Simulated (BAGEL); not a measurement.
**HF/3-21G (density fitting with qzvpp-jkfit) run of C3H3FO (SMILES F/C=C1/CO1)**

Aim: the electronic atomisation energy of C3H3FO at HF/3-21G (density fitting with qzvpp-jkfit), from 5 runs. 

Program for the calculation: BAGEL 1.2.2.

26 further runs of the same task are left out: 26 set aside as unsound or not needed.

## 1. The molecule

The species is C3H3FO (8 atoms), meant as a singlet with charge 0. SMILES: `F/C=C1/CO1`. Geometry: relaxed at GFN2-xTB.

Bond lengths: F1–C2 1.348 Å, C2–C3 1.308 Å, C3–C4 1.438 Å, C3–O5 1.343 Å, C4–O5 1.429 Å, C2–H6 1.077 Å, C4–H7 1.083 Å, C4–H8 1.083 Å. Some angles: F1–C2–C3 122.7°, C2–C3–C4 153.2°, C2–C3–O5 145.1°, C4–C3–O5 61.7°, C3–C4–O5 55.9°, C3–O5–C4 62.4°, F1–C2–H6 113.2°, C3–C2–H6 124.1°, C3–C4–H7 119.8°, C3–C4–H8 119.8°.

## 2. The energy at HF/3-21G (density fitting with qzvpp-jkfit)

Contents of job.json:

```json
{ "bagel": [

{
  "title": "molecule",
  "basis": "3-21g",
  "df_basis": "qzvpp-jkfit",
  "angstrom": "true",
  "geometry": [
    { "atom": "F", "xyz": [       0.375040,       1.538240,       1.929380 ] },
    { "atom": "C", "xyz": [      -0.204430,       1.123240,       0.785400 ] },
    { "atom": "C", "xyz": [       0.134160,       0.011880,       0.184890 ] },
    { "atom": "C", "xyz": [       0.026460,      -0.962900,      -0.866560 ] },
    { "atom": "O", "xyz": [       0.938840,      -1.062910,       0.228450 ] },
    { "atom": "H", "xyz": [      -0.963200,       1.797670,       0.425910 ] },
    { "atom": "H", "xyz": [       0.480370,      -0.767520,      -1.830410 ] },
    { "atom": "H", "xyz": [      -0.787250,      -1.677710,      -0.857050 ] }
  ]
},

{ "title": "hf" },

{ "title": "print", "file": "orbitals.molden", "orbitals": "true" }

]}
```

Command:

```bash
$ BAGEL_NUM_THREADS=1 BAGEL job.json > job.out
```

Log:

```text
* using 1 threads per process

  ===============================================================
  ===============================================================

  *** Geometry ***

  { "atom" : "F", "xyz" : [      0.708723,      2.906852,      3.646000 ] },
  { "atom" : "C", "xyz" : [     -0.386317,      2.122616,      1.484191 ] },
  { "atom" : "C", "xyz" : [      0.253526,      0.022450,      0.349391 ] },
  { "atom" : "C", "xyz" : [      0.050002,     -1.819617,     -1.637561 ] },
  { "atom" : "O", "xyz" : [      1.774150,     -2.008609,      0.431708 ] },
  { "atom" : "H", "xyz" : [     -1.820184,      3.397104,      0.804853 ] },
  { "atom" : "H", "xyz" : [      0.907768,     -1.450403,     -3.458974 ] },
  { "atom" : "H", "xyz" : [     -1.487687,     -3.170412,     -1.619590 ] },

  Number of auxiliary basis functions:      433

  Since a DF basis is specified, we compute 2- and 3-index integrals:
    o Being stored without compression. Storage requirement is 0.009 GB

  Number of basis functions:       51
  Number of electrons      :       38

    * METHOD: MOLECULE                             0.13

  *** RHF ***

  === Nuclear Repulsion ===
   161.2047831828

      * DIIS with orbital gradients will be used.

  === RHF iteration (3-21g) ===
      0       -287.80607102          0.02283519           0.03
      1       -287.88743100          0.01427000           0.03
      2       -287.92061636          0.00218660           0.03
      3       -287.92199620          0.00060326           0.03
      4       -287.92208952          0.00020596           0.03
      5       -287.92210895          0.00004831           0.03
      6       -287.92211016          0.00001752           0.03
      7       -287.92211028          0.00000393           0.03
      8       -287.92211029          0.00000126           0.03
      9       -287.92211029          0.00000048           0.03
     10       -287.92211029          0.00000015           0.03
     11       -287.92211029          0.00000004           0.03
     12       -287.92211029          0.00000002           0.03
     13       -287.92211029          0.00000001           0.03
    * SCF iteration converged.

    * Permanent dipole moment:
           (    0.959168,    -0.010341,     1.240739) a.u.

    * METHOD: HF                                   0.50

    * METHOD: PRINT                                0.00

  ===============================================================
```

Run time: 0.8 s. Hardware: 1 thread of Arm Neoverse V2, shared host.

## 3. The C atom at the same level

Contents of job.json:

```json
{ "bagel": [

{
  "title": "molecule",
  "basis": "3-21g",
  "df_basis": "qzvpp-jkfit",
  "angstrom": "true",
  "geometry": [
    { "atom": "C", "xyz": [    0.000000,    0.000000,    0.000000 ] }
  ]
},
{
  "title": "uhf",
  "nopen": 2
},
{
  "title": "print",
  "file": "orbitals.molden",
  "orbitals": "true"
}

]}
```

Command:

```bash
$ BAGEL_NUM_THREADS=1 BAGEL job.json > job.out
```

Log:

```text
* using 1 threads per process

  ===============================================================
  ===============================================================

  *** Geometry ***

  { "atom" : "C", "xyz" : [      0.000000,      0.000000,      0.000000 ] },

  Number of auxiliary basis functions:       75

  Since a DF basis is specified, we compute 2- and 3-index integrals:
    o Being stored without compression. Storage requirement is 0.000 GB

  Number of basis functions:        9
  Number of electrons      :        6

    * METHOD: MOLECULE                             0.01

  *** Open-shell HF ***

  === Nuclear Repulsion ===
     0.0000000000

      * DIIS with orbital gradients will be used.

  === UHF iteration (3-21g) ===
      0        -37.46717714          0.03032825           0.00
      1        -37.47958348          0.00946890           0.00
      2        -37.48086500          0.00334463           0.00
      3        -37.48107915          0.00007418           0.00
      4        -37.48108020          0.00001671           0.00
      5        -37.48108026          0.00000119           0.00
      6        -37.48108026          0.00000001           0.00
      7        -37.48108026          0.00000002           0.00
      8        -37.48108026          0.00000000           0.00
    * SCF iteration converged.

    * S^2 (UHF) is 2.0010

    * Permanent dipole moment:
           (   -0.000000,    -0.000000,     0.000000) a.u.

    * METHOD: UHF                                  0.02

    * METHOD: PRINT                                0.00

  ===============================================================
```

Run time: 0.18 s. Hardware: 1 thread of Arm Neoverse V2, shared host.

## 4. The F atom, same level

Contents of calc.json:

```json
{ "bagel": [

{
  "title": "molecule",
  "basis": "3-21g",
  "df_basis": "qzvpp-jkfit",
  "angstrom": true,
  "geometry": [
    { "atom": "F", "xyz": [    0.000000,    0.000000,    0.000000 ] }
  ]
},
{
  "title": "uhf",
  "nopen": 1
},
{
  "title": "print",
  "file": "orbitals.molden",
  "orbitals": true
}

]}
```

Run the same way, it converges to -98.84494 Eh (log not shown).

## 5. The H atom

Contents of input.json:

```json
{ "bagel": [

{
  "title": "molecule",
  "basis": "3-21g",
  "df_basis": "qzvpp-jkfit",
  "angstrom": "true",
  "geometry": [
    { "atom": "H", "xyz": [    0.000000,    0.000000,    0.000000 ] }
  ]
},
{ "title": "uhf", "nopen": 1 },
{ "title": "print", "file": "orbitals.molden", "orbitals": "true" }

]}
```

Run the same way, it converges to -0.49620 Eh (log not shown).

## 6. The O atom at the same level

Contents of hf.json:

```json
{ "bagel": [

{
  "title": "molecule",
  "basis": "3-21g",
  "df_basis": "qzvpp-jkfit",
  "angstrom": true,
  "geometry": [
    { "atom": "O", "xyz": [    0.000000,    0.000000,    0.000000 ] }
  ]
},
{
  "title": "uhf",
  "nopen": 2
},
{
  "title": "print",
  "file": "orbitals.molden",
  "orbitals": true
}

]}
```

Command:

```bash
$ BAGEL_NUM_THREADS=1 BAGEL hf.json > hf.out
```

Log:

```text
* using 1 threads per process

  ===============================================================
  ===============================================================

  *** Geometry ***

  { "atom" : "O", "xyz" : [      0.000000,      0.000000,      0.000000 ] },

  Number of auxiliary basis functions:       77

  Since a DF basis is specified, we compute 2- and 3-index integrals:
    o Being stored without compression. Storage requirement is 0.000 GB

  Number of basis functions:        9
  Number of electrons      :        8

    * METHOD: MOLECULE                             0.01

  *** Open-shell HF ***

  === Nuclear Repulsion ===
     0.0000000000

      * DIIS with orbital gradients will be used.

  === UHF iteration (3-21g) ===
      0        -74.38774432          0.02822767           0.00
      1        -74.39295470          0.00770985           0.00
      2        -74.39342859          0.00218198           0.00
      3        -74.39350053          0.00058964           0.00
      4        -74.39350590          0.00011977           0.00
      5        -74.39350641          0.00000224           0.00
      6        -74.39350641          0.00000087           0.00
      7        -74.39350641          0.00000022           0.00
      8        -74.39350641          0.00000001           0.00
    * SCF iteration converged.

    * S^2 (UHF) is 2.0011

    * Permanent dipole moment:
           (   -0.000000,    -0.000000,    -0.000000) a.u.

    * METHOD: UHF                                  0.02

    * METHOD: PRINT                                0.00

  ===============================================================
```

It took 0.18 s on 1 thread of Arm Neoverse V2, shared host.

## 7. Summary of results

At HF/3-21G (density fitting with qzvpp-jkfit):

```
                     quantity          value
       molecule: total energy  -287.92211 Eh
      molecule: dipole moment         3.99 D
        molecule: HOMO energy       -9.99 eV
        molecule: LUMO energy        5.28 eV
      molecule: HOMO–LUMO gap       15.27 eV
         C atom: total energy   -37.48108 Eh
        C atom: dipole moment         0.00 D
                 C atom: ⟨S²⟩          2.001
         F atom: total energy   -98.84494 Eh
        F atom: dipole moment         0.00 D
                 F atom: ⟨S²⟩          0.750
         H atom: total energy    -0.49620 Eh
        H atom: dipole moment         0.00 D
                 H atom: ⟨S²⟩          0.750
         O atom: total energy   -74.39351 Eh
        O atom: dipole moment         0.00 D
                 O atom: ⟨S²⟩          2.001
electronic atomisation energy      20.458 eV
```

**Reading.** Taking the molecule apart into free atoms costs 20.46 eV (1974 kJ/mol), before zero-point energy and without spin-orbit coupling. Hartree–Fock lacks the correlation of the bonding pairs, which as a rule makes this value much too low; in minimal bases other errors can mask that. The basis has no polarisation functions, which makes bonds too weak.
